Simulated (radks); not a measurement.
# Mo²⁺ in [Kr] 4d3 5d1: an all-electron calculation

One table from this session's results is given with a row withheld; the runs are named, their logs left out.

Program: radks (a radial shooting solver on a logarithmic mesh, Libxc functionals) version 1. Level of theory: scalar-relativistic Kohn-Sham, PBE, spin-unpolarised, spherical densities, finite nucleus. These are calculated values, not measurements, unless marked.

**Starting point**

| Property | Result |
| --- | --- |
| element | molybdenum (Z = 42) |
| charge | +2 |
| electrons | 40 |
| configuration | [Kr] 4d3 5d1 |
| nuclear rms radius | 4.4091 fm |

Outer shells as boxes (Hund's rule):

Mo²⁺
```
[Kr] core
4d [↑ ][↑ ][↑ ][  ][  ]
5d [↑ ][  ][  ][  ][  ]
```

Set-up of the first run:

Settings of this run:

```text
Z 42
configuration [Kr] 4d3 5d1 5s0 5p0 4f0 6d0
relativity scalar-relativistic
functional pbe,pbe
spin unpolarised
nucleus finite rms 4.4091 fm
c 137.035999084
```

One table of the session follows, with a row left open; its other results are not shown here.

It belongs to the step «Radial structure». Sizes of the orbitals, from the radial functions (bohr):

```
level      <r>  outermost maximum (interpolated)  90 % within  nodes
   1s  0.03517                            0.0229       0.0630      0
   2s   0.1537                             0.130        0.237      1
   2p   0.1340                             0.104        0.218      0
   3s   0.4288                             0.384        0.633      2
   3p   0.4305                             0.377        0.650      1
   3d   0.4151                             0.323        0.664      0
   4s    1.097                             0.987         1.59      3
   4p    1.213                              1.07         1.79      2
   4d    1.624                              1.31         2.52      1
   5s    2.801                              2.51         4.05      4
   5p        ?                                 ?            ?      ?
   5d    4.838                              4.48         6.94      2
   4f    5.210                              4.72         7.80      0
```

Estimate the missing values for 5p.

As computed: <r>: 3.349; outermost maximum (interpolated): 2.96; 90 % within: 4.86; nodes: 3. In the column «<r>» it lies between 5s (2.801) and 5d (4.838).
